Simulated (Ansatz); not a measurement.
# BGeNH6 (SMILES B[NH][GeH3]) at r2SCAN/6-31G(d) (spherical functions)

What is the electronic atomisation energy of BGeNH6 at r2SCAN/6-31G* (spherical functions)? 

The results are computed with Ansatz 0.2.0.

69 further runs of the same task are left out: 69 set aside as unsound or not needed.

## 1. The molecule

The species is BGeNH6 (9 atoms), meant as a singlet with charge 0. As SMILES, `B[NH][GeH3]`. The shape is that of a PBE0-D4/def2-TZVP optimisation.

Bond lengths: B1–N2 1.392 Å, N2–Ge3 1.854 Å, B1–H4 1.199 Å, B1–H5 1.199 Å, N2–H6 1.010 Å, Ge3–H7 1.538 Å, Ge3–H8 1.530 Å, Ge3–H9 1.538 Å. Some angles: B1–N2–Ge3 126.2°, B1–N2–H6 117.9°, Ge3–N2–H6 115.9°, N2–B1–H4 119.2°, N2–B1–H5 119.6°, N2–Ge3–H7 109.1°, N2–Ge3–H8 106.5°, N2–Ge3–H9 109.1°, H4–B1–H5 121.2°, H7–Ge3–H8 111.5°.

## 2. The energy at r2SCAN/6-31G(d) (spherical functions)

run.yaml reads:

```yaml
crystal:
  periodic: [false, false, false]
  atoms:
    - {symbol: B, position_ang: [-0.874000, 0.629500, -1.162900]}
    - {symbol: "N", position_ang: [-0.023300, 0.687100, -0.062700]}
    - {symbol: Ge, position_ang: [0.665200, -0.761400, 0.866600]}
    - {symbol: H, position_ang: [-1.217900, -0.440700, -1.581000]}
    - {symbol: H, position_ang: [-1.249100, 1.647000, -1.674800]}
    - {symbol: H, position_ang: [0.253900, 1.598400, 0.272500]}
    - {symbol: H, position_ang: [2.201600, -0.714800, 0.804900]}
    - {symbol: H, position_ang: [0.114900, -2.015200, 0.184600]}
    - {symbol: H, position_ang: [0.217300, -0.676000, 2.335700]}
basis:
  gaussian:
    orbitals: 6-31G_st_-spherical.json
total_charge: 0
hamiltonian:
  xc: {name: r2SCAN}
accuracy: high
output:
  orbitals: {seedname: orbitals}
```

The basis set 6-31G* is read from a file made from the Basis Set Exchange's data (not shown).

Started as:

```sh
ansatz run run.yaml --threads 1 --pin off --max-ram 3480MiB --events-out events.jsonl --progress --plain --runs-dir runs
```

The program printed:

```text
Warning: RAYON_NUM_THREADS=1 ignored (pool sized by the plan → 1); use --threads N
Functional definition: r2SCAN
  name "r2SCAN"
  parameter k0 = 0.174
  parameter k1 = 0.065
  parameter a1 = 4.9479
  exchange = r2scan_x(k0 = k0, k1 = k1, a1 = a1)
  correlation = r2scan_c
1655 factors; integrals over basis functions are off by at most 4.5e-9 eV
mean field evaluation 1: about -58767.4645 eV, gradient 5.3e1 eV
mean field evaluation 2: about -58751.6594 eV, gradient 9.4e1 eV
mean field evaluation 4: about -58773.0591 eV, gradient 4.8e0 eV
mean field evaluation 8: about -58773.1062 eV, gradient 2.9e-2 eV
mean field evaluation 16: about -58773.1062 eV, gradient 1.7e-6 eV
mean field -58773.10619547 eV, -2159.8718148414 hartree, gradient 4.0e-8 eV, S^2 0.000000; 0 other end points of the search recorded, 0 dependent functions left out
reference -58773.10619638 eV, -2159.8718148746 hartree; 25, 25 occupied and 47, 47 virtual orbitals, 1655 factors
Total energy: -58773.10619638 eV, -2159.8718148746 hartree
```

Run time: 8.1 s. Hardware: 1 thread of Arm Neoverse V2, shared host; peak memory 0.24 GiB.

## 3. The B atom

input.yaml reads:

```yaml
basis:
  gaussian: {orbitals: 6-31G_st_-spherical.json}
crystal:
  periodic: [false, false, false]
  atoms:
    - {symbol: B, position_ang: [0.000000, 0.000000, 0.000000]}
magnetization: {spin_polarized: true, initial_magnetization: 1}
accuracy: high
hamiltonian: {xc: r2scan}
```

The basis set 6-31G* is read from a file made from the Basis Set Exchange's data (not shown).

Run the same way, it converges to -24.62689 Eh (log not shown).

## 4. The Ge atom at the same level

job.yaml reads:

```yaml
crystal:
  periodic: [false, false, false]
  atoms:
    - {symbol: Ge, position_ang: [0.000000, 0.000000, 0.000000]}
basis:
  gaussian:
    orbitals: 6-31G_st_-spherical.json
magnetization:
  spin_polarized: true
  initial_magnetization: 2
hamiltonian:
  xc: r2scan
accuracy: high
```

The basis set 6-31G* is read from a file made from the Basis Set Exchange's data (not shown).

Run the same way, it converges to -2076.61961 Eh (log not shown).

## 5. The H atom at the same level

run.yaml reads:

```yaml
crystal:
  periodic: [false, false, false]
  atoms:
    - symbol: H
      position_ang: [0.000000, 0.000000, 0.000000]
basis:
  gaussian:
    orbitals: "6-31G*"
magnetization:
  spin_polarized: true
  initial_magnetization: 1
hamiltonian:
  xc: {name: r2SCAN}
accuracy: high
```

Run the same way, it converges to -0.49823 Eh (log not shown).

## 6. The N atom, same level

in.yaml reads:

```yaml
crystal:
  periodic: [false, false, false]
  atoms:
    - {symbol: "N", position_ang: [0.000000, 0.000000, 0.000000]}
basis:
  gaussian:
    orbitals: 6-31G_st_-spherical.json
magnetization:
  spin_polarized: true
  initial_magnetization: 3
accuracy: high
hamiltonian:
  xc: r2scan
```

The basis set 6-31G* is read from a file made from the Basis Set Exchange's data (not shown).

Run the same way, it converges to -54.56074 Eh (log not shown).

## 7. What came out

At r2SCAN/6-31G* (spherical functions):

```
                     quantity           value
       molecule: total energy  -2159.87181 Eh
        molecule: HOMO energy        -7.09 eV
        molecule: LUMO energy        -0.03 eV
      molecule: HOMO–LUMO gap         7.07 eV
         B atom: total energy    -24.62689 Eh
                 B atom: ⟨S²⟩           0.753
        Ge atom: total energy  -2076.61961 Eh
                Ge atom: ⟨S²⟩           2.004
         H atom: total energy     -0.49823 Eh
                 H atom: ⟨S²⟩           0.750
         N atom: total energy    -54.56074 Eh
                 N atom: ⟨S²⟩           3.753
electronic atomisation energy       29.258 eV
```

**Reading.** Taking the molecule apart into free atoms costs 29.26 eV (2823 kJ/mol), before zero-point energy and without spin-orbit coupling.
